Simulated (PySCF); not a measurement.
# CHBrClF (fluorochlorobromomethane): the cost of one run

Programs: PySCF 2.14.0, with density-fitted response routines of our own. Each step states its level of theory. These are calculated values for one molecule in the gas phase, unless marked as measured. Atoms count from 0, in the outputs and in this text.

## 1. Starting geometry

5 atoms, charge 0, multiplicity 1; geometry from: MMFF94s. The atoms were then displaced at random by about 0.03 Å, so the start is not that level's minimum.

Bonds of the start (Å): F0–C1 1.29, C1–Cl2 1.79, C1–Br3 2.04, C1–H4 1.07.

## 2. Relaxing the molecule at PBE0-D3(BJ)/def2-SVP

Job settings and geometry (Å):

```
{"job": {"xc": "PBE0", "basis": "def2-SVP", "d3": "d3bj", "grid": 1, "shake": 0.03, "kind": "geom"}, "charge": 0, "multiplicity": 1}
F     -0.125120     1.092330    -0.763770
C     -0.075870     0.101580     0.062190
Cl    -1.347600    -1.103430    -0.319530
Br     1.810390    -0.647620    -0.105740
H     -0.186950     0.446670     1.064720
```

Started as:

```sh
$ OMP_NUM_THREADS=1 python probes_run.py task.json out
```

One launch serves the whole session: the jobs run in the order shown.

Q: Estimate the wall time and peak memory of this first job on 1 thread of Arm Neoverse V2, shared host.

About 15 s, with a peak of 0.34 GiB.
